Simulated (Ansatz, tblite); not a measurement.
# The cluster Li3F3: removing and adding an electron

An exercise on one series of results from a longer session: the logs are not shown, and one member is left open.

Computed with Ansatz 0.2.0, Gaussian basis. Level: as each input shows.

Plan: charge +1 doublet, at the geometry of the singlet (PBE0-D4/def2-TZVP, PBE-D4/def2-TZVP, r2SCAN-D4/def2-TZVP, CCSD(T)/def2-TZVPP); charge -1 doublet, at the geometry of the singlet (PBE0-D4/def2-TZVPD, PBE-D4/def2-TZVPD, r2SCAN-D4/def2-TZVPD); the starting singlet's energies come from earlier runs.

## The geometry

The geometry is that of the singlet, from an earlier relaxation (r2SCAN-D4/def2-TZVP). At that level it is the lowest of the isomers that a small search found.

6 atoms, charge 0, spin multiplicity 1.

Atoms are counted from 1 here; the program's logs count them from 0.

Bond lengths: Li1–F4 1.709 Å, Li1–F5 1.709 Å, Li2–F5 1.709 Å, Li2–F6 1.709 Å, Li3–F4 1.709 Å, Li3–F6 1.709 Å. Angles: F4–Li1–F5 126.9°, F5–Li2–F6 127.1°, F4–Li3–F6 127.0°, Li1–F4–Li3 113.1°, Li1–F5–Li2 113.0°, Li2–F6–Li3 112.9°.

Coordinates:

```mol
F3Li3
  3D, bonds by distance, orders not assigned

  6  6  0  0  0  0  0  0  0  0999 V2000
    1.5010    0.4780    0.4787 Li  0  0
   -1.2216   -0.0932    1.0962 Li  0  0
   -0.2780   -0.3846   -1.5751 Li  0  0
    1.3112    0.1001   -1.1767 F   0  0
    0.2983    0.4128    1.6906 F   0  0
   -1.6109   -0.5130   -0.5137 F   0  0
  1  4  8  0
  1  5  8  0
  2  5  8  0
  2  6  8  0
  3  4  8  0
  3  6  8  0
M  END
```

The first run:

The input, in.yaml:

```yaml
crystal:
  periodic: [false, false, false]
  atoms:
    - {symbol: Li, position_ang: [1.500991, 0.478014, 0.478697]}
    - {symbol: Li, position_ang: [-1.221578, -0.093241, 1.096186]}
    - {symbol: Li, position_ang: [-0.278028, -0.384595, -1.575058]}
    - {symbol: F, position_ang: [1.311201, 0.100071, -1.176750]}
    - {symbol: F, position_ang: [0.298307, 0.412785, 1.690616]}
    - {symbol: F, position_ang: [-1.610892, -0.513033, -0.513691]}
basis:
  gaussian: {orbitals: def2-SVP}
total_charge: 1
magnetization: {spin_polarized: true, initial_magnetization: 1}
hamiltonian: {xc: pbe0, dispersion: d4}
output: {orbitals: {seedname: orbitals}}
```

Run with:

```
> ansatz run in.yaml --threads 4 --pin off --events-out ev --progress --plain --max-ram 3916MiB
```

Among the steps run: Charge +1 doublet at the fixed geometry, first pass, PBE0-D4/def2-SVP; Charge +1 doublet at the fixed geometry, PBE0-D4/def2-TZVP; Charge +1 doublet at the fixed geometry, PBE-D4/def2-TZVP; Charge +1 doublet at the fixed geometry, r2SCAN-D4/def2-TZVP; Charge +1 doublet at the fixed geometry, CCSD(T)/def2-TZVPP.

One of the session's tables, all rows but one given; the rest of the session is left out.

It belongs to the step «Vertical ionisation energy». 

| method | vertical ionisation energy (eV) |
| --- | --- |
| HF/def2-TZVPP | 11.15 |
| PBE-D4/def2-TZVP | 10.83 |
| r2SCAN-D4/def2-TZVP | 11.10 |
| PBE0-D4/def2-TZVP | ? |
| MP2/def2-TZVPP | 13.20 |
| CCSD/def2-TZVPP | 12.82 |
| CCSD(T)/def2-TZVPP | 12.89 |

**Question.** Estimate the row for PBE0-D4/def2-TZVP.

The run gave: vertical ionisation energy (eV): 11.68. In the column «vertical ionisation energy (eV)» it lies between HF/def2-TZVPP (11.15) and CCSD/def2-TZVPP (12.82).
